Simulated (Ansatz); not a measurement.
# CH5BSSi: the cost of one run

All numbers below are computed with Ansatz 0.2.0 (RKS B3LYP/6-31G*).

**1. The structure to begin with**

Bond lengths: B1–C2 1.499 Å, C2–Si3 1.828 Å, C2–S4 1.465 Å, B1–H5 1.235 Å, B1–H6 1.214 Å, Si3–H7 1.525 Å, Si3–H8 1.409 Å, Si3–H9 1.522 Å. Angles: B1–C2–Si3 119.1°, B1–C2–S4 121.3°, Si3–C2–S4 119.4°, C2–B1–H5 122.3°, C2–B1–H6 123.9°, H5–B1–H6 113.8°, C2–Si3–H7 109.2°, C2–Si3–H8 111.2°, C2–Si3–H9 110.6°, H7–Si3–H8 108.9°, H7–Si3–H9 106.4°, H8–Si3–H9 110.5°.

Structure file:

```xyz
9

B    -0.6724    1.2355   -0.7247
C     0.2222    0.0329   -0.6878
Si    0.3767   -0.9132    0.8688
S     0.8823   -0.4615   -1.8986
H    -0.9024    1.8556   -1.7671
H    -1.2582    1.6732    0.2448
H     1.7500   -1.5732    0.9195
H    -0.6130   -1.9123    0.9570
H     0.3034    0.0167    2.0711
```

**2. End point A**

Contents of input.yaml:

```yaml
crystal:
  periodic: [false, false, false]
  atoms:
    - { symbol: B, position_ang: [-0.6724, 1.2355, -0.7247] }
    - { symbol: C, position_ang: [0.2222, 0.0329, -0.6878] }
    - { symbol: Si, position_ang: [0.3767, -0.9132, 0.8688] }
    - { symbol: S, position_ang: [0.8823, -0.4615, -1.8986] }
    - { symbol: H, position_ang: [-0.9024, 1.8556, -1.7671] }
    - { symbol: H, position_ang: [-1.2582, 1.6732, 0.2448] }
    - { symbol: H, position_ang: [1.75, -1.5732, 0.9195] }
    - { symbol: H, position_ang: [-0.613, -1.9123, 0.957] }
    - { symbol: H, position_ang: [0.3034, 0.0167, 2.0711] }
basis:
  gaussian: { orbitals: "6-31G*" }
hamiltonian:
  xc: b3lyp
relax:
  f_tol: 0.015
  max_steps: 40
output:
  orbitals: {}
```

Started as:

```bash
ansatz run input.yaml --threads 1 --pin off --max-ram 2048MiB --backend cpu --events-out ev --progress --plain --runs-dir out
```

Q: Estimate wall time and peak memory on 1 thread of Arm Neoverse V1, shared host.

About 1.9 min, with a peak of 0.15 GiB.
